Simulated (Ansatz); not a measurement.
The system is Sr2SO.

```
Sr S O
1.0
     4.04324    0.00000    0.00000
     0.00000    4.04324    0.00000
     0.00000    0.00000    5.71800
Sr S O
2 1 1
Direct
  0.50000 0.50000 0.50000
  0.00000 0.00000 0.00000
  0.00000 0.00000 0.50000
  0.50000 0.50000 0.00000
```

The cell comes from a database or a generator and needn't be the stable form of this composition.

Base run:

| Quantity | Value |
| --- | --- |
| Program | Ansatz 0.2.0 |
| Functional | PBE0 |
| Potentials or basis | Ansatz PAW |
| Cutoff | 420 eV (not typed: the program's choice for these potentials) |
| k mesh | 4 × 4 × 3 |
| Occupations | fermi-dirac, width 0.05 eV |
| Spin | no spin polarisation |

Its results: band gap on the k mesh 4.15 eV, direct; pressure -1.2 GPa.

Task: The run is repeated on the same cell with these changes: functional from PBE0 to RPBE. What comes out?

Result: Band gap on the k mesh 2.27 eV, direct; pressure 2.0 GPa.

PBE0 gives the wider gap, since exact exchange removes part of the self-interaction.

Caveats: odd divisions of the mesh miss points on the zone boundary, where band edges often lie, so the gap on the mesh can be too wide; the PAW data sets come from PBE, with cores solved anew for the run's functional, which leaves a small shift of forces and pressure; the density of states is complete only up to the lowest level of the last band computed; the thresholds are loose for stress (some runs).

A k mesh can miss the band edges.
